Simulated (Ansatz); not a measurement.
# HfSn3O8: the cost of one run

Code: Ansatz 0.2.0. PAW datasets, plane waves. (Calculated; spin-unpolarised; the phase may be known or hypothetical.)

## (1) Starting point

The cell was relaxed beforehand with r2SCAN.

Space group Pmm2 (No. 25), orthorhombic; conventional cell a = 3.517 Å, b = 7.206 Å, c = 5.382 Å, 11.37 Å³ an atom. Sn has 4 O at 2.02–2.04 Å; Sn has 4 O at 2.01–2.02 Å; O has 2 Sn at 2.03 Å; O has 1 Sn at 2.01 Å and 1 Hf at 2.06 Å; O has 2 Sn at 2.02 Å.

Coordinates:

```cif
data_structure
_symmetry_space_group_name_H-M 'Pmm2'
_symmetry_Int_Tables_number 25
_cell_length_a 3.5174
_cell_length_b 7.2056
_cell_length_c 5.3821
_cell_angle_alpha 90.000
_cell_angle_beta 90.000
_cell_angle_gamma 90.000
_cell_volume 136.41
loop_
_atom_site_label
_atom_site_type_symbol
_atom_site_symmetry_multiplicity
_atom_site_Wyckoff_symbol
_atom_site_fract_x
_atom_site_fract_y
_atom_site_fract_z
_atom_site_occupancy
Sn1 Sn 2 h 0.50000 0.25186 0.49540 1
Sn2 Sn 1 a 0.00000 0.00000 0.01135 1
O1 O 1 c 0.50000 0.00000 0.32672 1
O2 O 2 g 0.00000 0.24884 0.17966 1
O3 O 2 g 0.00000 0.25874 0.68022 1
O4 O 1 c 0.50000 0.00000 0.82520 1
Hf1 Hf 1 b 0.00000 0.50000 0.99606 1
O5 O 1 d 0.50000 0.50000 0.31238 1
O6 O 1 d 0.50000 0.50000 0.81774 1
```

## (2) Band structure with PBE

input.yaml reads:

```yaml
crystal:
  lattice:
    - [3.517423084, 0.0, 0.0]
    - [0.0, 7.2055609189, 0.0]
    - [0.0, 0.0, 5.3820899151]
  atoms:
    - { symbol: Sn, position: [0.5, 0.2518572305, 0.4953965854] }
    - { symbol: Sn, position: [0.0, 0.0, 0.0113460138] }
    - { symbol: O, position: [0.5, 0.0, 0.3267243746] }
    - { symbol: O, position: [0.0, 0.2488423073, 0.1796588085] }
    - { symbol: O, position: [0.0, 0.2587361262, 0.6802209752] }
    - { symbol: O, position: [0.5, 0.0, 0.8251994319] }
    - { symbol: Sn, position: [0.5, 0.7481427695, 0.4953965854] }
    - { symbol: Hf, position: [0.0, 0.5, -0.0039359084] }
    - { symbol: O, position: [0.5, 0.5, 0.3123782022] }
    - { symbol: O, position: [0.0, 0.7511576927, 0.1796588085] }
    - { symbol: O, position: [0.0, 0.7412638738, 0.6802209752] }
    - { symbol: O, position: [0.5, 0.5, 0.8177351478] }
kpoints:
  mp_grid: { grid: [8, 4, 6] }
  band_path:
    path:
      - [[0.0, 0.0, 0.0], [0.5, 1.558013525451e-18, 2.203321365959e-18], [0.5, 0.5, 2.203321365959e-18], [-5.975760996089e-35, 0.5, -3.779464040895e-34], [0.0, 0.0, 0.0], [1.134898828428e-35, -3.375548562077e-50, 0.5], [0.5, 1.558013525451e-18, 0.5], [0.5, 0.5, 0.5], [-1.112595199949e-34, 0.5, 0.5], [1.134898828428e-35, -3.375548562077e-50, 0.5]]
      - [[0.5, 1.558013525451e-18, 2.203321365959e-18], [0.5, 1.558013525451e-18, 0.5]]
      - [[-5.975760996089e-35, 0.5, -3.779464040895e-34], [-1.112595199949e-34, 0.5, 0.5]]
      - [[0.5, 0.5, 2.203321365959e-18], [0.5, 0.5, 0.5]]
    npoints: 10
hamiltonian:
  xc: pbe
scf:
  occupations: { method: fermi_dirac, width: 0.02 }
  n_extra_bands: 7
output:
  forces: true
  stress: true
  eigenvalues: true
```

What time and memory should one allow on 1 × NVIDIA H100 80GB HBM3 with 2 threads of AMD EPYC 7R13 (Zen 3), shared host?

About 7.7 s, with a peak of 1.2 GiB on the host.
